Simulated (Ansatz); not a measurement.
# C₂H₈BN: one species, many methods

Aim: compute C₂H₈BN with functionals from several rungs and with coupled cluster. The yardstick is the atomisation energy at the CCSD(T) limit.

Program: Ansatz 0.2.0, Gaussian basis. Level of theory: functionals in def2-TZVPP, the program's frozen cores in correlated methods. These are calculated values, not measurements.

The runs, in order: LDA (SPW92), PBE-D4, revPBE-D4, BLYP-D4, r2SCAN-D4, B97M-V, PBE0-D4, B3LYP-D4, r2SCANh-D4, r2SCAN0-D4, HSE06-D4, BHLYP-D4, CAM-B3LYP-D4, LC-ωPBE, ωB97X-V, ωB97M-V, B2PLYP, PBE-QIDH; CCSD(T)/def2-SVP; CCSD(T)/def2-TZVPP; MP2/def2-QZVPP; extrapolation to the limit; RPA on PBE.

### Step 1. The relaxed structure

An earlier PBE0-D4 in a triple-zeta def2 set relaxation fixed the geometry.

12 atoms, charge 0, spin multiplicity 1.

Atoms are counted from 1 here; the program's logs count them from 0.

Bond lengths: C1–B2 1.557 Å, C1–H5 1.092 Å, C1–H6 1.100 Å, C1–H7 1.094 Å, B2–C3 1.555 Å, B2–H8 1.205 Å, C3–N4 1.451 Å, C3–H9 1.114 Å, C3–H10 1.099 Å, N4–H11 1.011 Å, N4–H12 1.011 Å. Angles: B2–C1–H5 115.2°, B2–C1–H6 107.2°, B2–C1–H7 112.2°, H5–C1–H6 107.6°, H5–C1–H7 109.3°, H6–C1–H7 104.8°, C1–B2–C3 121.9°, C1–B2–H8 118.9°, C3–B2–H8 119.2°, B2–C3–N4 116.5°, B2–C3–H9 102.1°, B2–C3–H10 109.3°, N4–C3–H9 114.4°, N4–C3–H10 109.9°, H9–C3–H10 103.5°, C3–N4–H11 112.2°, C3–N4–H12 110.9°, H11–N4–H12 107.8°.

### Step 2. LDA

This LDA is Slater exchange with PW92 correlation.

Contents of in.yaml:

```yaml
crystal:
  periodic: [false, false, false]
  atoms:
    - {symbol: C, position_ang: [-1.132781, 1.453492, -0.321350]}
    - {symbol: B, position_ang: [-0.651712, 0.030338, 0.088705]}
    - {symbol: C, position_ang: [0.847147, -0.379471, 0.026255]}
    - {symbol: N, position_ang: [1.211386, -1.610585, 0.702887]}
    - {symbol: H, position_ang: [-0.364425, 2.095575, -0.758279]}
    - {symbol: H, position_ang: [-1.500162, 1.947422, 0.589784]}
    - {symbol: H, position_ang: [-1.999187, 1.420081, -0.989233]}
    - {symbol: H, position_ang: [-1.469699, -0.783863, 0.434850]}
    - {symbol: H, position_ang: [1.044086, -0.380961, -1.070397]}
    - {symbol: H, position_ang: [1.466257, 0.448726, 0.397525]}
    - {symbol: H, position_ang: [2.106180, -1.965799, 0.393862]}
    - {symbol: H, position_ang: [0.520011, -2.329955, 0.539391]}
basis:
  gaussian: {orbitals: def2-TZVPP}
hamiltonian: {xc: lda}
output: {orbitals: {seedname: orbitals}}
```

The run is started by

```bash
> ansatz run in.yaml --threads 2 --pin off --events-out ev --progress --plain --max-ram 4352MiB
```

The runs that follow: PBE-D4 (GGA); revPBE-D4 (GGA); BLYP-D4 (GGA); r2SCAN-D4 (meta-GGA); B97M-V (meta-GGA); B3LYP-D4 (hybrid); r2SCANh-D4 (hybrid); r2SCAN0-D4 (hybrid); HSE06-D4 (hybrid); BHLYP-D4 (hybrid); CAM-B3LYP-D4 (range-separated); LC-ωPBE (range-separated); ωB97X-V (range-separated); ωB97M-V (range-separated); B2PLYP (double hybrid); PBE-QIDH (double hybrid); CCSD(T) in def2-SVP; CCSD(T) in def2-TZVPP; MP2 in def2-QZVPP; RPA on PBE orbitals.

Q: Predict the results of all the runs planned. Wanted: atomisation energy, CCSD(T)/CBS; farthest beyond LDA; mean size of error, GGA; mean size of error, meta-GGA; mean size of error, hybrid; mean size of error, range-separated; mean size of error, double hybrid; gap, smallest and largest; T1 diagnostic.

The runs gave:

| quantity | value |
| --- | --- |
| atomisation energy, CCSD(T)/CBS | 45.824 eV |
| functionals within 0.229 eV (0.5 %) | revPBE-D4, BLYP-D4, r2SCAN-D4, r2SCANh-D4, LC-ωPBE, B2PLYP, PBE-QIDH |
| farthest beyond LDA | PBE-D4 (+0.968 eV) |
| mean size of error, GGA | 0.387 eV |
| mean size of error, meta-GGA | 0.233 eV |
| mean size of error, hybrid | 0.354 eV |
| mean size of error, range-separated | 0.311 eV |
| mean size of error, double hybrid | 0.145 eV |
| gap, smallest and largest | 3.38 eV (LDA (SPW92)), 11.20 eV (LC-ωPBE) |
| T1 diagnostic | 0.0095 |
| triples share of the correlation energy | 3.6 % |

The LDA atomisation energy is off by 6.269 eV (14 %): it overbinds. PBE-D4 is off by +0.968 eV. Double hybrids carry the basis error of their MP2 part in triple zeta, and no dispersion term here, so their miss is partly the set-up's. Taken by rung, double hybrid functionals do best (0.145 eV on average) and GGA ones worst beyond LDA (0.387 eV). The gap between the best rungs is small, so their order is not settled. Misses under about 0.229 eV are within the doubt on the reference itself, which lacks core-valence correlation, relativity and higher excitations. Hartree-Fock recovers 75 % of the binding; the rest is correlation. CCSD(T) in def2-SVP is off by -2.158 eV, so the small basis spoils what the method gains. Orbital gaps span 3.4 to 11.2 eV; exact exchange widens them.
